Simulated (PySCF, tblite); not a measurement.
**C4H5N2O2S radical: geometry, infrared bands and EPR parameters**

What infrared bands and EPR parameters should C4H5N2O2S radical (`COc1nc(C[O])ns1`) show?

Programs: tblite 0.8.0 and PySCF 2.14.0, with density-fitted response routines of our own. Each step states its level of theory. These are calculated values for one molecule in the gas phase, unless marked as measured. Atoms count from 0, in the outputs and in this text.

**1. The molecule as given**

14 atoms, charge 0, multiplicity 2; geometry from: force field or distance geometry start.

Bonds of the start (Å): C0–O1 1.42, O1–C2 1.35, C2–N3 1.29, N3–C4 1.40, C4–C5 1.52, C5–O6 1.33, C4–N7 1.35, N7–S8 1.66, S8–C2 1.71, C0–H9 1.11, C0–H10 1.09, C0–H11 1.09, C5–H12 1.10, C5–H13 1.10.

**2. Relaxing the molecule with GFN2-xTB**

The job: settings as JSON, then the geometry in Å.

```
{"job": {"kind": "relax", "xc": "GFN2-xTB", "basis": "xTB"}, "charge": 0, "multiplicity": 2}
C     -2.600200    -0.237400    -0.407200
O     -1.927800     0.971800    -0.744600
C     -0.607700     0.926500    -0.460600
N      0.019600    -0.121600    -0.040700
C      1.356700     0.231700     0.202700
C      2.339900    -0.800500     0.729200
O      2.236700    -0.853900     2.053000
N      1.774600     1.466100    -0.166500
S      0.413400     2.276400    -0.678100
H     -3.672000    -0.094700    -0.638000
H     -2.531400    -0.457600     0.662200
H     -2.243100    -1.078300    -1.002400
H      3.315000    -0.517800     0.310300
H      2.125700    -1.711100     0.148600
```

Started as:

```console
$ OMP_NUM_THREADS=1 python probes_run.py task.json out
```

One launch serves the whole session: the jobs run in the order shown.

**Question.** This job is followed by: GFN2-xTB harmonic vibrations, gas phase; UKS B3LYP, pcH-1 on C H N O S, non-relativistic, mean-field spin-orbit, GIAO. What will the session give for the following? strongest single infrared mode (GFN2-xTB); zero-point energy (GFN2-xTB); g(iso) (B3LYP); ⟨S²⟩; largest a(iso) (averaged by class); potential on the surface of density 0.002 e/bohr³, 1st and 99th percentile; property runs in this session.

As calculated:

| quantity | value |
| --- | --- |
| strongest single infrared mode (GFN2-xTB) | 1175 cm⁻¹, 338 km/mol |
| zero-point energy (GFN2-xTB) | 56.6 kcal/mol |
| g(iso) (B3LYP) | 2.01546 |
| ⟨S²⟩ | 0.754 (exact 0.75) |
| largest a(iso) (averaged by class) | 1H on H12, H13, 266.9 MHz |
| potential on the surface of density 0.002 e/bohr³, 1st and 99th percentile | -1.61 V and 1.17 V |
| property runs in this session | 1, of which 0 failed and 1 gave unsound results |

Relaxing lowered the energy by 0.540 eV in 86 steps; the close pair that moved most is C2–S8, from 1.707 to 1.775 Å. No mode is imaginary among the 36: a minimum at this level. The strongest single mode, at 1175 cm⁻¹, has its largest shares on O1, C2 and N3 (the list is cut at 3 atoms). Unscaled tight-binding wavenumbers are off by several per cent, some by more. Its intensities can rank the bands wrongly. Most of the unpaired spin sits on O6 (0.82 e). The isotropic g lies 13.1 ppt above the free-electron value. These values are not to be trusted: the run shows nearly degenerate orbitals, where second-order g theory doesn't apply. These values are for one conformer; the search (at its own cheap level) found 2 more, at 0.70, 2.20 kcal/mol, and measured spectra average over such forms.
